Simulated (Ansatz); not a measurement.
**GeCl3F: a ladder of functionals and wavefunction methods**

Aim: compute GeCl3F with functionals from several rungs and with coupled cluster. The yardstick is the atomisation energy at the CCSD(T) limit.

Method: functionals in def2-TZVPP, the program's frozen cores in correlated methods; program: Ansatz 0.2.0, Gaussian basis.

Plan: LDA (SPW92), PBE-D4, revPBE-D4, BLYP-D4, r2SCAN-D4, B97M-V, PBE0-D4, B3LYP-D4, r2SCANh-D4, r2SCAN0-D4, HSE06-D4, BHLYP-D4, CAM-B3LYP-D4, LC-ωPBE, ωB97X-V, ωB97M-V, B2PLYP, PBE-QIDH; CCSD(T)/def2-SVP; CCSD(T)/def2-TZVPP; MP2/def2-QZVPP; extrapolation to the limit; RPA on PBE.

## (1) The relaxed structure

All runs share one geometry, relaxed beforehand with PBE0-D4 in a triple-zeta def2 set.

5 atoms, charge 0, spin multiplicity 1.

Atoms are counted from 1 here; the program's logs count them from 0.

Bond lengths: F1–Ge2 1.711 Å, Ge2–Cl3 2.106 Å, Ge2–Cl4 2.106 Å, Ge2–Cl5 2.106 Å. Angles: F1–Ge2–Cl3 107.7°, F1–Ge2–Cl4 107.7°, F1–Ge2–Cl5 107.7°, Cl3–Ge2–Cl4 111.2°, Cl3–Ge2–Cl5 111.2°, Cl4–Ge2–Cl5 111.2°.

## (2) LDA

This LDA is Slater exchange with PW92 correlation.

Input file in.yaml:

```yaml
crystal:
  periodic: [false, false, false]
  atoms:
    - {symbol: F, position_ang: [-0.963720, 0.200570, 1.432432]}
    - {symbol: Ge, position_ang: [-0.012863, -0.009682, 0.025505]}
    - {symbol: Cl, position_ang: [1.473796, -1.435317, 0.466306]}
    - {symbol: Cl, position_ang: [-1.285764, -0.685415, -1.510719]}
    - {symbol: Cl, position_ang: [0.838452, 1.856146, -0.454925]}
basis:
  gaussian: {orbitals: def2-TZVPP}
hamiltonian: {xc: lda}
output: {orbitals: {seedname: orbitals}}
```

The run is started by

```bash
$ ansatz run in.yaml --threads 4 --pin off --events-out ev --progress --plain --max-ram 10444MiB
```

The runs that follow: PBE-D4 (GGA); revPBE-D4 (GGA); BLYP-D4 (GGA); r2SCAN-D4 (meta-GGA); B97M-V (meta-GGA); B3LYP-D4 (hybrid); r2SCANh-D4 (hybrid); r2SCAN0-D4 (hybrid); HSE06-D4 (hybrid); BHLYP-D4 (hybrid); CAM-B3LYP-D4 (range-separated); LC-ωPBE (range-separated); ωB97X-V (range-separated); ωB97M-V (range-separated); B2PLYP (double hybrid); PBE-QIDH (double hybrid); CCSD(T) in def2-SVP; CCSD(T) in def2-TZVPP; MP2 in def2-QZVPP; RPA on PBE orbitals.

Before running them: what should the planned runs give, taken together? Wanted: atomisation energy, CCSD(T)/CBS; farthest beyond LDA; mean size of error, GGA; mean size of error, meta-GGA; mean size of error, hybrid; mean size of error, range-separated; mean size of error, double hybrid; gap, smallest and largest; T1 diagnostic.

**Answer**, as computed:

| quantity | value |
| --- | --- |
| atomisation energy, CCSD(T)/CBS | 1536.5 kJ/mol |
| functionals within 15.4 kJ/mol (1.0 %) | PBE0-D4, r2SCANh-D4, HSE06-D4, ωB97X-V, ωB97M-V, PBE-QIDH |
| farthest beyond LDA | BHLYP-D4 (-103.4 kJ/mol) |
| mean size of error, GGA | 34.9 kJ/mol |
| mean size of error, meta-GGA | 27.9 kJ/mol |
| mean size of error, hybrid | 33.1 kJ/mol |
| mean size of error, range-separated | 20.4 kJ/mol |
| mean size of error, double hybrid | 23.4 kJ/mol |
| gap, smallest and largest | 5.10 eV (LDA (SPW92)), 12.96 eV (LC-ωPBE) |
| T1 diagnostic | 0.0103 |
| triples share of the correlation energy | 3.9 % |

**Reading.** LDA overbinds by 277.2 kJ/mol (18 %). PBE-D4 misses by +34.8 kJ/mol. Double hybrids carry the basis error of their MP2 part in triple zeta, and no dispersion term here, so their miss is partly the set-up's. By mean error the best rung here is range-separated (20.4 kJ/mol) and the worst beyond LDA is GGA (34.9 kJ/mol). The gap between the best rungs is small, so their order is not settled. RPA and LDA stand outside this count. The reference freezes the cores and leaves out relativity and excitations past (T), and its outer-core shells are covered unevenly, so misses under about 15.4 kJ/mol can't be ranked. Hartree-Fock recovers 70 % of the binding; the rest is correlation. CCSD(T) in def2-SVP is off by -150.8 kJ/mol, more than most functionals: a good method in a small basis is no reference. The gap grows from 5.1 to 13.0 eV across the functionals, mostly with the share of exact exchange. Correlated methods include outer-core shells of Ge, which these sets cover unevenly.
